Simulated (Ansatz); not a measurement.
# VN2: further runs on the relaxed cell

The task here is to estimate one member of a computed series from the others.

Computed with Ansatz 0.2.0 (DFT PBEsol, scalar-relativistic, plane waves, PAW, unless a step's input says otherwise).

2 further runs of the same task are left out: 2 set aside as unsound or not needed.

## The system as given

Symmetry: I4/mcm, No. 140, tetragonal system. The conventional cell has a = 4.261 Å, b = 4.261 Å, c = 4.911 Å, α = 90.00°, β = 90.00°, γ = 90.00°. Around V (site symmetry 422) lie 8 N at 2.11 Å. N (site symmetry m2m) is surrounded by 1 N at 1.38 Å.

Structure file:

```cif
data_structure
_symmetry_space_group_name_H-M 'P 1'
_symmetry_Int_Tables_number 1
_cell_length_a 3.8865
_cell_length_b 3.8865
_cell_length_c 3.8865
_cell_angle_alpha 113.522
_cell_angle_beta 113.522
_cell_angle_gamma 101.642
_cell_volume 44.57
loop_
_atom_site_label
_atom_site_type_symbol
_atom_site_fract_x
_atom_site_fract_y
_atom_site_fract_z
_atom_site_occupancy
V1 V 0.25000 0.25000 0.00000 1
V2 V 0.75000 0.75000 0.00000 1
N1 N 0.11426 0.61426 0.72852 1
N2 N 0.61426 0.88574 0.50000 1
N3 N 0.88574 0.38574 0.27148 1
N4 N 0.38574 0.11426 0.50000 1
```

It is the result of an earlier relaxation at this level (volume 7.43 Å³/atom; gap on the mesh: none (metal)).

Set-up of the first run:

input.yaml

```yaml
crystal:
  lattice:
    - [-2.1303226045, 2.1303226045, 2.4552814625]
    - [2.1303226045, -2.1303226045, 2.4552814625]
    - [2.1303226045, 2.1303226045, -2.4552814625]
  atoms:
    - { symbol: V, position: [0.25, 0.25, 0.0] }
    - { symbol: V, position: [0.75, 0.75, 0.0] }
    - { symbol: "N", position: [0.1142608421, 0.6142608421, 0.7285216842] }
    - { symbol: "N", position: [0.6142608421, 0.8857391579, 0.5] }
    - { symbol: "N", position: [0.8857391579, 0.3857391579, 0.2714783158] }
    - { symbol: "N", position: [0.3857391579, 0.1142608421, 0.5] }
basis:
  ecutwfc: 420
kpoints:
  mp_grid: { grid: [12, 12, 12] }
  band_path:
    path:
      - [[0.0, 0.0, 0.0], [0.0, 0.0, 0.5], [0.25, 0.25, 0.25], [0.0, 0.5, 0.0], [0.0, 0.0, 0.0], [0.5, 0.5, -0.5], [0.43820371, 0.56179629, -0.43820371]]
      - [[-0.43820371, 0.43820371, 0.43820371], [0.0, 0.0, 0.0]]
      - [[0.0, 0.0, 0.5], [-0.37640743, 0.37640743, 0.5]]
      - [[0.5, 0.5, -0.37640743], [0.5, 0.5, -0.5]]
    npoints: 14
hamiltonian:
  xc: pbesol
scf:
  occupations: { method: gaussian, width: 0.1 }
  n_extra_bands: 15
output:
  forces: true
  stress: true
  eigenvalues: true
  populations: true
  dos: { projected: true, de: 0.02, nscf_kmesh: { grid: [18, 18, 18] } }
  bader: true
  write_density: true
  write_potential: true
  elf: true
  volumetric_format: npy
```

Command:

```console
$ ansatz run input.yaml --threads 1 --pin off --max-ram 2560MiB --backend cpu --events-out ev --progress --plain --runs-dir out
```

Among the steps run: Bands, states and charges; Volume × 0.97; Point at V/V0 = 1.03; The cell scaled to 0.94 of its volume; Volume × 1.06.

One of the session's tables, all rows but one given; the rest of the session is left out.

It belongs to the step «Fit of the equation of state». 

```
volume (Å³/atom)  energy above the lowest point (meV/atom)  pressure (GPa)
           6.983                                      31.9           24.38
           7.206                                         ?               ?
           7.428                                       0.0            0.02
           7.651                                       6.8           -9.41
           7.874                                      25.6          -17.34
```

Estimate the missing values for volume (Å³/atom) = 7.206.

Worked estimate for «energy above the lowest point (meV/atom)». A straight line through the neighbours (6.983, 31.9) and (7.428, 0.0) gives 31.9 + (0.0 − 31.9) × (7.206 − 6.983) / (7.428 − 6.983) = 15.9; a parabola fitted to 3 rows on both sides gives 8.3.

As computed: energy above the lowest point (meV/atom): 7.5; pressure (GPa): 11.18. In «energy above the lowest point (meV/atom)» the line misses by +8.4 and the parabola by +0.8.
